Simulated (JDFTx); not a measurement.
## AlCl (aluminium monochloride) in JDFTx: the effect of solvation model

The system is AlCl (aluminium monochloride), in a box.

```
Al Cl
1.0
     9.00000    0.00000    0.00000
     0.00000    9.00000    0.00000
     0.00000    0.00000   12.00000
Al Cl
1 1
Direct
  0.50144 0.50233 0.41408
  0.50144 0.50233 0.59159
```

Alike in all runs:

| Item | Value |
| --- | --- |
| Program | JDFTx 1.7.0 (patched build) |
| Task | solvation |
| Functional | BP86 |
| Potentials or basis | PseudoDojo-SR-PBE-0.5-standard with smoothed tails |
| Cutoff | 789 eV |
| Density cutoff | 3157 eV |
| k mesh | 1 × 1 × 1 |
| Occupations | fixed |
| Spin | no spin polarisation |

| solvation model | largest force (eV/Å) |
| --- | --- |
| GLSSA13 NonlinearPCM | 0.99 |
| LA12 LinearPCM | 5.29 |
| SoftSphere LinearPCM | 0.94 |
| GLSSA13 LinearPCM | ? |
| SCCS_g09 LinearPCM | 0.82 |
| SCCS_g09beta LinearPCM | 0.84 |

Task: What does the run with solvation model GLSSA13 LinearPCM give?

Result: Largest force 0.97 eV/Å.

Caveats: forces may be off by hundredths of an eV/Å; forces in the liquid are good to some per cent; the liquid is a continuum model, checked here against plausible ranges alone; the potentials were made for another functional, which shifts forces and pressure.

Runs at the PBE level aren't shown here.
